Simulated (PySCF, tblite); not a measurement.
**C8H13P: geometry, infrared bands and NMR shifts**

What infrared bands and NMR shifts should C8H13P (`CC#CP(/C=C\C)CC`) show?

Computed with tblite 0.8.0 and PySCF 2.14.0, with density-fitted response routines of our own, on a single molecule in the gas phase. Atoms are numbered from 0 throughout.

### 1 The molecule as given

22 atoms, charge 0, multiplicity 1; geometry from: force field or distance geometry start.

Bonds of the start (Å): C0–C1 1.49, C1–C2 1.20, C2–P3 1.82, P3–C4 1.82, C4–C5 1.35, C5–C6 1.49, P3–C7 1.82, C7–C8 1.50, C0–H9 1.10, C0–H10 1.10, C0–H11 1.12, C4–H12 1.10, C5–H13 1.07, C6–H14 1.11, C6–H15 1.13, C6–H16 1.11, C7–H17 1.13, C7–H18 1.13, C8–H19 1.10, C8–H20 1.13, C8–H21 1.12.

### 2 Optimising the geometry with GFN2-xTB

What the job is given:

```
{"job": {"kind": "relax", "xc": "GFN2-xTB", "basis": "xTB"}, "charge": 0, "multiplicity": 1}
C      4.482000    -0.722400    -0.611200
C      3.025800    -0.415500    -0.563100
C      1.848300    -0.168600    -0.521700
P      0.070600     0.202700    -0.466300
C     -0.352200     1.385700     0.849700
C     -1.493200     2.113000     0.814000
C     -2.462900     1.967700    -0.305000
C     -0.962300    -1.293300    -0.539500
C     -1.573100    -1.759000     0.744100
H      4.536200    -1.721200    -1.073500
H      5.020900    -0.002200    -1.245900
H      4.896900    -0.805700     0.424200
H      0.294300     1.574100     1.719900
H     -1.688000     2.806600     1.609000
H     -2.013800     1.479100    -1.193800
H     -3.359200     1.404000     0.082400
H     -2.836900     2.955500    -0.660200
H     -1.742400    -1.154300    -1.345300
H     -0.337700    -2.140000    -0.942200
H     -0.995200    -2.520900     1.288000
H     -2.559500    -2.227500     0.466900
H     -1.808900    -0.938500     1.468700
```

Launch:

```console
> OMP_NUM_THREADS=1 python probes_run.py task.json out
```

The driver reads the jobs from task.json and runs them one after another.

**Question.** This job is followed by: GFN2-xTB harmonic vibrations, gas phase; GIAO PBE0/pcSseg-1 NMR shielding, non-relativistic, gas phase. Predict these results of the whole session: strongest single infrared mode (GFN2-xTB); zero-point energy (GFN2-xTB); 13C shifts against TMS (PBE0/pcSseg-1); 1H shifts against TMS (PBE0/pcSseg-1, means over atoms taken as alike); 31P shifts against H3PO4 (PBE0/pcSseg-1); surface potential, 1st and 99th percentile.

As calculated:

```
                                                              quantity                                                 value
                             strongest single infrared mode (GFN2-xTB)                                  2318 cm⁻¹, 90 km/mol
                                          zero-point energy (GFN2-xTB)                                        113.8 kcal/mol
                                13C shifts against TMS (PBE0/pcSseg-1)  145.8, 139.9, 109.8, 85.0, 26.7, 20.5, 11.7, 6.2 ppm
1H shifts against TMS (PBE0/pcSseg-1, means over atoms taken as alike)                6.52, 6.33, 2.17, 1.89, 1.51, 1.40 ppm
                              31P shifts against H3PO4 (PBE0/pcSseg-1)                                             -71.5 ppm
                                 surface potential, 1st and 99th percentile                                    -1.04 V and 0.85 V
```

**Reading.** Relaxing lowered the energy by 1.376 eV in 131 steps; the close pair that moved most is P3–C7, from 1.819 to 1.875 Å. No mode is imaginary among the 60: a minimum at this level. The strongest single mode, at 2318 cm⁻¹, moves mainly C1 and C2. GFN2-xTB is a fitted tight-binding method: band positions and strengths are rough. Its intensities can rank the bands wrongly.
